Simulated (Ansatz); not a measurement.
# AsGaH2: the cost of one run

Computed with Ansatz 0.2.0, Gaussian basis. Level: cc-pVTZ, all electrons in the functionals, frozen cores in the correlation of double hybrids and RPA.

Plan: RPA-PBE, at charge 0, triplet; charge 0, singlet; charge 0, quintet; charge 1, doublet; charge 1, quartet.

16 further runs of the same task are left out: 10 for a known fault of the program, 6 set aside as unsound or not needed. Runs told in other sessions of the task aren't counted.

## (1) What is computed

The geometry is a PBE0/def2-TZVP stationary point (not a proven minimum). No spin-orbit coupling is included. The filled d shell of Ga, As may be among the frozen orbitals whatever the setting's name suggests.

4 atoms, charge 0, spin multiplicity 3.

Atoms are counted from 1 here; the program's logs count them from 0.

Bond lengths: Ga1–As2 2.482 Å, Ga1–H4 1.607 Å, As2–H3 1.532 Å. Angles: As2–Ga1–H4 120.5°, Ga1–As2–H3 90.2°.

No dispersion term is added.

The geometry shown and the zero of energy belong to the point charge 0, triplet. The yardstick, UCCSDT(Q), and other wave-function levels (R restricted, U unrestricted, valence and pair active spaces) come from earlier runs.

## (2) RPA-PBE, charge 0, triplet

The input, in.yaml:

```yaml
crystal:
  periodic: [false, false, false]
  atoms:
    - {symbol: Ga, position_ang: [0.000000, 0.032957, 1.279135]}
    - {symbol: As, position_ang: [0.000000, 0.007896, -1.202706]}
    - {symbol: H, position_ang: [0.000000, -1.523797, -1.192496]}
    - {symbol: H, position_ang: [0.000000, -1.342833, 2.108760]}
basis:
  gaussian: {orbitals: cc-pVTZ}
magnetization: {spin_polarized: true, initial_magnetization: 2}
hamiltonian: {xc: {name: PBE}}
correlation: {method: rpa, electrons: outside_noble_gas}
```

Started as:

```
$ ansatz run in.yaml --threads 2 --pin off --events-out ev --progress --plain --max-ram 16896MiB --backend cuda --devices 0, --max-vram 18GiB
```

What time and memory should one allow on 1 × H100 (card shared with other runs) with 2 threads of AMD EPYC 7R13, shared host?

About 6.5 s, with a peak of 0.88 GiB on the host.
